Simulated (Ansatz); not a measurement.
Write the native input for Ansatz 0.2.0 that does the following.

* Task: projected density of states
* Functional: PBE
* Potentials or basis: all-electron LAPW, scalar-relativistic
* Cutoff: 268 eV (chosen from the basis error)
* Basis error allowed: 0.002 eV/atom
* k mesh: 10 × 10 × 1
* Occupations: fermi-dirac, width 0.05 eV
* Spin: no spin polarisation
* Boundary across the vacuum: open (a slab, not repeated across the vacuum)

The system is Hf, a sheet with vacuum.

```xyz
1
Lattice="2.7788 0.0000 0.0000 0.0000 2.7788 0.0000 0.0000 0.0000 23.8000" Properties=species:S:1:pos:R:3 pbc="T T T"
Hf    0.0000    0.0000    7.0001
```

The cell was built by a generator and needn't be a form met in nature.

These files were run (other wordings do the same):

input.yaml

```yaml
crystal:
  lattice:
    - [2.77876, 0.0, 0.0]
    - [0.0, 2.77876, 0.0]
    - [0.0, 0.0, 23.8]
  atoms:
    - { symbol: Hf, position: [0.0, 0.0, 0.29412] }
  periodic: [true, true, false]
kpoints:
  mp_grid: { grid: [10, 10, 1] }
  band_path:
    path:
      - [0.0, 0.0, 0.0]
      - [0.0, 0.5, 0.0]
      - [0.5, 0.5, 0.0]
      - [0.0, 0.0, 0.0]
      - [0.0, 0.0, 0.5]
      - [0.0, 0.5, 0.5]
      - [0.5, 0.5, 0.5]
      - [0.0, 0.0, 0.5]
    npoints: 6
scf:
  occupations: { method: fermi_dirac, width: 0.05 }
hamiltonian:
  xc: pbe
  pseudopotentials: { kind: all_electron, lapw: { basis_error: 0.002 } }
output:
  forces: true
  stress: true
  eigenvalues: true
  fatbands: true
  dos: { projected: true, de: 0.1, e_range: [-10, 6] }
  populations: true
```

Potentials or basis: all-electron LAPW, scalar-relativistic.

Command:

```sh
$ ansatz run input.yaml --threads 2 --pin off --max-ram 8192MiB --backend cpu --events-out ev --progress --plain --runs-dir out
```

Results of the run:

```json
{"Band gap along the path": "none (metal or under the smearing width)", "Work function": "4.28 eV"}
```

Caveat: spin-orbit coupling is left out, which moves the levels of the heavy elements.

It took 17 s on 2 threads of Arm Neoverse V2, on a shared host, peak memory 0.46 GiB.
